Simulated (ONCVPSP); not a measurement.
**Ni: generating and testing an ONCV potential**

Task: generate the file, and judge it by its errors in other configurations, its logarithmic derivatives, its ghosts and its cutoff.

Method: ONCVPSP 4.0.1.1 (patched build), PBEsol, scalar-relativistic.

## (1) The design

Typed settings, in words:

| Item | Value |
| --- | --- |
| element | nickel (Ni, Z = 28) |
| type | optimised norm-conserving Vanderbilt (ONCV) |
| frozen core | [Ne] 3s2 |
| valence charge | 16 |
| reference configuration | 3p6 3d8 4s2 |
| partial waves | 4s: rc 2.20 bohr, ncon 4, nbas 8, qcut 2.9 1/bohr, 1 projector; 3p: rc 0.85 bohr, ncon 4, nbas 9, qcut 11.4 1/bohr, 2 projectors, debl 2.8 Ha; 3d: rc 0.90 bohr, ncon 4, nbas 9, qcut 19.3 1/bohr, 2 projectors, debl 1.1 Ha |
| local potential | polynomial inside 0.85 bohr (lpopt 1, dvloc0 0 Ha) |
| core correction | Teter function, fcfact 1.75, rcfact 1.2 |

The outer shells as boxes (Hund's rule for the drawing; the calculation is spin-unpolarised):

```
[Ne] core
3s [↑↓]
3p [↑↓][↑↓][↑↓]
3d [↑↓][↑↓][↑↓][↑ ][↑ ]
4s [↑↓]
```

An earlier all-electron run gives the scale for the radii.

All-electron outer shells of the reference configuration (PBEsol, scalar-relativistic, ld1.x):

| shell | level (eV) | outermost node (bohr) | outermost maximum (bohr) |
| --- | --- | --- | --- |
| 3s | -110.78 | 0.30 | 0.64 |
| 3p | -71.25 | 0.27 | 0.65 |
| 3d | -8.90 | – | 0.63 |
| 4s | -5.66 | 0.92 | 2.24 |
| 4p | -1.19 | 1.00 | 3.14 |

## (2) The generation run

Ni.dat

```
# ATOM AND REFERENCE CONFIGURATION
# atsym  z   nc   nv     iexc    psfile
  Ni 28.00    4    3  -116133      upf
#
#   n    l    f
    1    0    2.00
    2    0    2.00
    2    1    6.00
    3    0    2.00
    3    1    6.00
    3    2    8.00
    4    0    2.00
#
# PSEUDOPOTENTIAL AND OPTIMIZATION
# lmax
    2
#
#   l,   rc,      ep,       ncon, nbas, qcut
    0    2.20    0.00    4    8    2.90
    1    0.85    0.00    4    9   11.40
    2    0.90    0.00    4    9   19.30
#
# LOCAL POTENTIAL
# lloc, lpopt,  rc(5),   dvloc0
    4    1    0.85    0.00
#
# VANDERBILT-KLEINMAN-BYLANDER PROJECTORs
# l, nproj, debl
    0    1    2.00
    1    2    2.80
    2    2    1.10
#
# MODEL CORE CHARGE
# icmod, fcfact, rcfact
    3    1.75    1.20
#
# LOG DERIVATIVE ANALYSIS
# epsh1, epsh2, depsh
   -4.00    5.00    0.02
#
# OUTPUT GRID
# rlmax, drl
    6.00    0.01
#
# TEST CONFIGURATIONS
# ncnf
    4
# nvcnf
#   n    l    f
    3
    3    1    6.00
    3    2    8.00
    4    0    1.00
#
    3
    3    1    6.00
    3    2    8.00
    4    0    0.00
#
    3
    3    1    6.00
    3    2    7.00
    4    0    0.00
#
    4
    3    1    6.00
    3    2    8.00
    4    0    0.00
    4    1    2.00
#
```

On the command line:

```bash
$ oncvpsp.x < Ni.dat > Ni.out
```

Before running it: what results should come out? Wanted: cutoffs for 1 and 0.1 mHa per electron, occupied waves; bound ghosts; GHOST(+) flags; largest test error; largest phase difference near zero energy, channels read; rms error of d²Exc/dn², without and with the model core.

**Answer**, as computed:

| quantity | value |
| --- | --- |
| cutoffs for 1 and 0.1 mHa per electron, occupied waves | 127 Ha and 146 Ha |
| bound ghosts | s at -121.07 eV |
| GHOST(+) flags | none at low energy |
| largest test error (AE − PS) | -42 meV, for 3p6 3d8 4s0 |
| largest phase difference near zero energy, channels read | 0.005 rad |
| rms error of d²Exc/dn², without and with the model core | 4.11 and 3.52 mHa |

**Reading.** It has a bound ghost (s), a state that the atom doesn't have, and that rules the file out. The worst unpolarised test, 3p6 3d8 4s0, is off by 42 meV on 26.6 eV; by total energies transferability rates as fair. By its cutoff, 127 Ha for the looser tolerance, it is very hard. At the looser tolerance the 3d wave is the slowest; 3p needs 38 Ha. Near zero energy the phases of the channels with partial waves agree within 0.005 rad. All of this concerns the isolated atom, not yet a solid.
